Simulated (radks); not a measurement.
# Ionisation of Tc⁺: one atom, several choices of relativity

Aim: the ionisation energy of Tc⁺ ([Kr] 4d5 5s1) to Tc²⁺ ([Kr] 4d5) for each choice of relativity, and which comes nearest the tabulated value.

Method: Kohn-Sham, PBE, spin-unpolarised, spherical densities. Code: radks (a radial shooting solver on a logarithmic mesh, Libxc functionals) version 1.

## (1) The system

* element: technetium (Z = 43)
* charge: +1
* electrons: 42
* configuration: [Kr] 4d5 5s1
* ion: Tc²⁺, [Kr] 4d5
* choices: non-relativistic; scalar-relativistic; Dirac, 2j+1 shares; Dirac, low j first; scalar-relativistic, finite nucleus; Dirac, 2j+1 shares, finite nucleus; Dirac, c × 5; Dirac, c × 1.25; Dirac, c × 3

## (2) non-relativistic: Tc⁺

The run's settings:

```text
Z 43
configuration [Kr] 4d5 5s1
relativity non-relativistic
functional pbe,pbe
spin unpolarised
nucleus point
```

## (3) non-relativistic: Tc²⁺

The run's settings:

```text
Z 43
configuration [Kr] 4d5
relativity non-relativistic
functional pbe,pbe
spin unpolarised
nucleus point
```

## (4) scalar-relativistic: Tc⁺

The run's settings:

```text
Z 43
configuration [Kr] 4d5 5s1
relativity scalar-relativistic
functional pbe,pbe
spin unpolarised
nucleus point
c 137.035999084
```

## (5) scalar-relativistic: Tc²⁺

The run's settings:

```text
Z 43
configuration [Kr] 4d5
relativity scalar-relativistic
functional pbe,pbe
spin unpolarised
nucleus point
c 137.035999084
```

## (6) Dirac, 2j+1 shares: Tc⁺

The run's settings:

```text
Z 43
configuration [Kr] 4d5 5s1
relativity Dirac
functional pbe,pbe
spin unpolarised
j_filling average
nucleus point
c 137.035999084
```

## (7) Dirac, 2j+1 shares: Tc²⁺

Settings, as their differences from step 6:

```diff
@@ -1,3 +1,3 @@
 Z 43
-configuration [Kr] 4d5 5s1
+configuration [Kr] 4d5
 relativity Dirac
```

## (8) Dirac, low j first: Tc⁺

The run's settings:

```text
Z 43
configuration [Kr] 4d5 5s1
relativity Dirac
functional pbe,pbe
spin unpolarised
j_filling energy
nucleus point
c 137.035999084
```

## (9) Dirac, low j first: Tc²⁺

Settings, as their differences from step 8:

```diff
@@ -1,3 +1,3 @@
 Z 43
-configuration [Kr] 4d5 5s1
+configuration [Kr] 4d5
 relativity Dirac
```

## (10) scalar-relativistic, finite nucleus: Tc⁺

The run's settings:

```text
Z 43
configuration [Kr] 4d5 5s1
relativity scalar-relativistic
functional pbe,pbe
spin unpolarised
nucleus finite rms 4.4112 fm
c 137.035999084
```

## (11) scalar-relativistic, finite nucleus: Tc²⁺

Settings, as their differences from step 10:

```diff
@@ -1,3 +1,3 @@
 Z 43
-configuration [Kr] 4d5 5s1
+configuration [Kr] 4d5
 relativity scalar-relativistic
```

## (12) Dirac, 2j+1 shares, finite nucleus: Tc⁺

The run's settings:

```text
Z 43
configuration [Kr] 4d5 5s1
relativity Dirac
functional pbe,pbe
spin unpolarised
j_filling average
nucleus finite rms 4.4112 fm
c 137.035999084
```

## (13) Dirac, 2j+1 shares, finite nucleus: Tc²⁺

Settings, as their differences from step 12:

```diff
@@ -1,3 +1,3 @@
 Z 43
-configuration [Kr] 4d5 5s1
+configuration [Kr] 4d5
 relativity Dirac
```

## (14) Dirac, c × 5: Tc⁺

The run's settings:

```text
Z 43
configuration [Kr] 4d5 5s1
relativity Dirac
functional pbe,pbe
spin unpolarised
j_filling average
nucleus point
c 685.18
```

## (15) Dirac, c × 5: Tc²⁺

Settings, as their differences from step 14:

```diff
@@ -1,3 +1,3 @@
 Z 43
-configuration [Kr] 4d5 5s1
+configuration [Kr] 4d5
 relativity Dirac
```

## (16) Dirac, c × 1.25: Tc⁺

The run's settings:

```text
Z 43
configuration [Kr] 4d5 5s1
relativity Dirac
functional pbe,pbe
spin unpolarised
j_filling average
nucleus point
c 171.295
```

## (17) Dirac, c × 1.25: Tc²⁺

Settings, as their differences from step 16:

```diff
@@ -1,3 +1,3 @@
 Z 43
-configuration [Kr] 4d5 5s1
+configuration [Kr] 4d5
 relativity Dirac
```

## (18) Dirac, c × 3: Tc⁺

The run's settings:

```text
Z 43
configuration [Kr] 4d5 5s1
relativity Dirac
functional pbe,pbe
spin unpolarised
j_filling average
nucleus point
c 411.108
```

## (19) Dirac, c × 3: Tc²⁺

Settings, as their differences from step 18:

```diff
@@ -1,3 +1,3 @@
 Z 43
-configuration [Kr] 4d5 5s1
+configuration [Kr] 4d5
 relativity Dirac
```

Q: Predict the outcome of this session. Wanted: for each run, relativity; E(Tc⁺); Δ-SCF; −ε(HOMO); <r> HOMO; error.

The runs gave:

| relativity | E(Tc⁺) (hartree) | Δ-SCF (eV) | −ε(HOMO) (eV) | <r> HOMO (bohr) | error (eV) |
| --- | --- | --- | --- | --- | --- |
| non-relativistic | -4205.96838 | 14.325 | 10.957 | 3.124 | -0.93 |
| scalar-relativistic | -4285.29265 | 14.852 | 11.394 | 3.036 | -0.41 |
| Dirac, 2j+1 shares | -4285.97124 | 14.852 | 11.393 | 3.036 | -0.41 |
| Dirac, low j first | -4285.99291 | 14.827 | 11.370 | 3.039 | -0.43 |
| scalar-relativistic, finite nucleus | -4285.22811 | 14.851 | 11.394 | 3.036 | -0.41 |
| Dirac, 2j+1 shares, finite nucleus | -4285.90657 | 14.851 | 11.392 | 3.036 | -0.41 |
| Dirac, c × 5 | -4209.02224 | 14.345 | 10.973 | 3.120 | -0.92 |
| Dirac, c × 1.25 | -4256.25875 | 14.653 | 11.228 | 3.068 | -0.61 |
| Dirac, c × 3 | -4214.47976 | 14.380 | 11.002 | 3.114 | -0.88 |

The NIST Atomic Spectra Database lists 15.260 eV (semi-empirical). The smallest miss is that of Dirac, 2j+1 shares (-0.41 eV), the largest that of non-relativistic (-0.93 eV). Runs with a scaled speed of light are not ranked. The ionisation energies span 0.53 eV, the total energies of Tc⁺ 2178 eV (scaled speeds of light included): most of the change in the total cancels in the difference. From the non-relativistic level to Dirac, 2j+1 shares, finite nucleus the 1s level goes from -20327 to -20865 eV and the ionisation energy moves by +0.53 eV. Levels marked c × scale the speed of light and are no model of nature. Spin polarisation and multiplet splitting of open shells are left out at every level.
